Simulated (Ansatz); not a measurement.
# LaS3: the cost of one run

Program: Ansatz 0.2.0. Level of theory: DFT PBE, scalar-relativistic, plane waves, PAW. These are calculated values, not measurements.

## Step 1: The starting structure

It takes space group Cmmm (No. 65, orthorhombic). Conventional cell: a = 3.864 Å, b = 5.171 Å, c = 10.511 Å, α = 90.00°, β = 90.00°, γ = 90.00°. Around La (site symmetry mmm) lie 4 La at 3.23 Å and 4 S at 3.32 Å. S (site symmetry mm2) has 10 S at 3.21 to 3.86 Å and 4 La at 3.32 to 3.74 Å as nearest neighbours. Around S (site symmetry mmm) lie 12 S at 3.21 to 3.64 Å.

Coordinates:

```cif
data_structure
_symmetry_space_group_name_H-M 'P 1'
_symmetry_Int_Tables_number 1
_cell_length_a 3.2276
_cell_length_b 3.2276
_cell_length_c 10.5111
_cell_angle_alpha 90.000
_cell_angle_beta 90.000
_cell_angle_gamma 106.456
_cell_volume 105.01
loop_
_atom_site_label
_atom_site_type_symbol
_atom_site_fract_x
_atom_site_fract_y
_atom_site_fract_z
_atom_site_occupancy
La1 La 0.00000 0.00000 0.00000 1
S1 S 0.50000 0.50000 0.74332 1
S2 S 0.00000 0.00000 0.50000 1
S3 S 0.50000 0.50000 0.25668 1
```

A structure generator made this guess: species swapped into a database cell of Nb3In (Cmmm, No. 65), with S on the Nb sites and La on the In sites. Lengths come from tabulated atomic sizes and are only a guess.

## Step 2: A first look at the guess

Input file input.yaml:

```yaml
crystal:
  lattice:
    - [1.93215837, -2.58540252, 0.0]
    - [1.93215837, 2.58540252, 0.0]
    - [0.0, 0.0, 10.51112665]
  atoms:
    - { symbol: La, position: [0.0, 0.0, 0.0] }
    - { symbol: S, position: [0.5, 0.5, 0.74331564] }
    - { symbol: S, position: [0.0, 0.0, 0.5] }
    - { symbol: S, position: [0.5, 0.5, 0.25668436] }
basis:
  ecutwfc: 420
kpoints:
  mp_grid: { grid: [6, 6, 2] }
hamiltonian:
  xc: pbe
scf:
  occupations: { method: gaussian, width: 0.1 }
  lower_state_search: "off"
output:
  forces: true
  stress: true
  eigenvalues: true
```

Launch:

```
ansatz run input.yaml --threads 1 --pin off --max-ram 2560MiB --backend cpu --events-out ev --progress --plain --runs-dir out
```

What time and memory should one allow on 1 thread of Intel Xeon 6975P-C (Granite Rapids), shared host?

About 1.6 s, with a peak of 0.42 GiB.
